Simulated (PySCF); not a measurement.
The system is OAlClBrH, in a box.

```xyz
5
Lattice="12.0000 0.0000 0.0000 0.0000 13.0000 0.0000 0.0000 0.0000 12.0000" Properties=species:S:1:pos:R:3 pbc="T T T"
O     6.6296    7.6815    6.4458
Al    6.2480    6.0611    6.1872
Cl    7.1496    4.6793    7.5009
Br    4.9736    5.3613    4.6034
H     6.2565    8.4006    5.9047
```

The cell isn't the ideal one: atoms moved at random, drawn with an rms of 0.05 Å.

Base run:

| Property | Result |
| --- | --- |
| Program | PySCF 2.14.0 |
| Functional | PBE |
| Potentials or basis | def2-svp (all-electron) |
| k mesh | 1 × 1 × 1 |
| Occupations | fixed |
| Spin | no spin polarisation |

Its results: gap between the frontier levels 5.81 eV.

After a change of settings the same cell gave: gap between the frontier levels 12.52 eV. Which change was it?
A. functional from PBE to B3LYP; dispersion from none to D3(BJM)
B. functional from PBE to wB97X
C. functional from PBE to RPBE; dispersion from none to D3(BJ)
D. functional from PBE to B3PW91

B.

wB97X gives the wider gap, since exact exchange removes part of the self-interaction.

Caveats: this is a molecule in a periodic box at the Γ point, so its band gap is the HOMO-LUMO gap; relativity is left out, which matters for the heavier elements; the basis of atomic orbitals isn't converged, which shifts pressures, moduli and gaps.
